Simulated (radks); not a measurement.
# The series with 45 electrons, Rh to Xe⁹⁺

Aim: how levels and radii change as the nucleus grows at a fixed number of electrons, each ion in its NIST ground configuration.

Method: scalar-relativistic Kohn-Sham, SCAN, spin-polarised, spherical densities, finite nucleus; open shells are filled with parallel spins first. Code: radks (a radial shooting solver on a logarithmic mesh, Libxc functionals) version 1.

### Step 1. The system

| Property | Result |
| --- | --- |
| electrons | 45 |
| ions | Rh, Pd⁺, Ag²⁺, Cd³⁺, In⁴⁺, Sn⁵⁺, Sb⁶⁺, Te⁷⁺, I⁸⁺, Xe⁹⁺ |
| configuration | NIST ground configuration of each |

### Step 2. Rh, [Kr] 4d8 5s1

Input:

```text
Z 45
configuration [Kr] 4d8 5s1
relativity scalar-relativistic
functional scan,scan
spin polarised
nucleus finite rms 4.4945 fm
c 137.035999084
```

### Step 3. Pd⁺, [Kr] 4d9

Input:

```text
Z 46
configuration [Kr] 4d9 5s0 5p0
relativity scalar-relativistic
functional scan,scan
spin polarised
nucleus finite rms 4.5318 fm
c 137.035999084
```

### Step 4. Ag²⁺, [Kr] 4d9

Input:

```text
Z 47
configuration [Kr] 4d9 5s0 5p0
relativity scalar-relativistic
functional scan,scan
spin polarised
nucleus finite rms 4.5454 fm
c 137.035999084
```

### Step 5. Cd³⁺, [Kr] 4d9

Input:

```text
Z 48
configuration [Kr] 4d9 5s0 5p0
relativity scalar-relativistic
functional scan,scan
spin polarised
nucleus finite rms 4.6087 fm
c 137.035999084
```

### Step 6. In⁴⁺, [Kr] 4d9

Input:

```text
Z 49
configuration [Kr] 4d9 5s0 5p0
relativity scalar-relativistic
functional scan,scan
spin polarised
nucleus finite rms 4.6156 fm
c 137.035999084
```

### Step 7. Sn⁵⁺, [Kr] 4d9

Input:

```text
Z 50
configuration [Kr] 4d9 5s0 5p0
relativity scalar-relativistic
functional scan,scan
spin polarised
nucleus finite rms 4.6519 fm
c 137.035999084
```

### Step 8. Sb⁶⁺, [Kr] 4d9

Input:

```text
Z 51
configuration [Kr] 4d9 5s0 5p0
relativity scalar-relativistic
functional scan,scan
spin polarised
nucleus finite rms 4.6802 fm
c 137.035999084
```

### Step 9. Te⁷⁺, [Kr] 4d9

Input:

```text
Z 52
configuration [Kr] 4d9 5s0 5p0
relativity scalar-relativistic
functional scan,scan
spin polarised
nucleus finite rms 4.7423 fm
c 137.035999084
```

### Step 10. I⁸⁺, [Kr] 4d9

Input:

```text
Z 53
configuration [Kr] 4d9 5s0 5p0
relativity scalar-relativistic
functional scan,scan
spin polarised
nucleus finite rms 4.75 fm
c 137.035999084
```

### Step 11. Xe⁹⁺, [Kr] 4d9

Input:

```text
Z 54
configuration [Kr] 4d9 5s0 5p0
relativity scalar-relativistic
functional scan,scan
spin polarised
nucleus finite rms 4.7859 fm
c 137.035999084
```

Before running it: what results should come out? Wanted: for each run, ion; E; ε(4p down); ε(4d up); ε(5s up, empty in some); ε(4d down); ε(5s down, empty); <r>(4d down).

**Answer**, as computed:

| ion | E (hartree) | ε(4p down) (eV) | ε(4d up) (eV) | ε(5s up, empty in some) (eV) | ε(4d down) (eV) | ε(5s down, empty) (eV) | <r>(4d down) (bohr) |
| --- | --- | --- | --- | --- | --- | --- | --- |
| Rh | -4785.09421 | -50.960 | -6.782 | -5.222 | -4.866 | -3.060 | 1.590 |
| Pd⁺ | -5046.53110 | -63.669 | -15.125 | -10.773 | -14.255 | -10.441 | 1.461 |
| Ag²⁺ | -5315.94888 | -82.358 | -29.557 | -20.336 | -28.593 | -19.958 | 1.308 |
| Cd³⁺ | -5593.33056 | -103.82 | -46.634 | -31.598 | -45.583 | -31.179 | 1.195 |
| In⁴⁺ | -5878.69570 | -127.72 | -66.062 | -44.405 | -64.928 | -43.946 | 1.107 |
| Sn⁵⁺ | -6172.06164 | -153.85 | -87.668 | -58.663 | -86.457 | -58.165 | 1.035 |
| Sb⁶⁺ | -6473.46128 | -182.11 | -111.35 | -74.313 | -110.06 | -73.776 | 0.9735 |
| Te⁷⁺ | -6782.92272 | -212.43 | -137.02 | -91.315 | -135.66 | -90.739 | 0.9207 |
| I⁸⁺ | -7100.49348 | -244.74 | -164.65 | -109.64 | -163.22 | -109.03 | 0.8744 |
| Xe⁹⁺ | -7426.20576 | -279.01 | -194.18 | -129.27 | -192.68 | -128.62 | 0.8332 |

Between Rh and Xe⁹⁺, 4d down binds 39.6 times more strongly and its mean radius falls by a factor 1.91. The order of these tabulated levels, which need not hold every outer shell, does not change along the series.
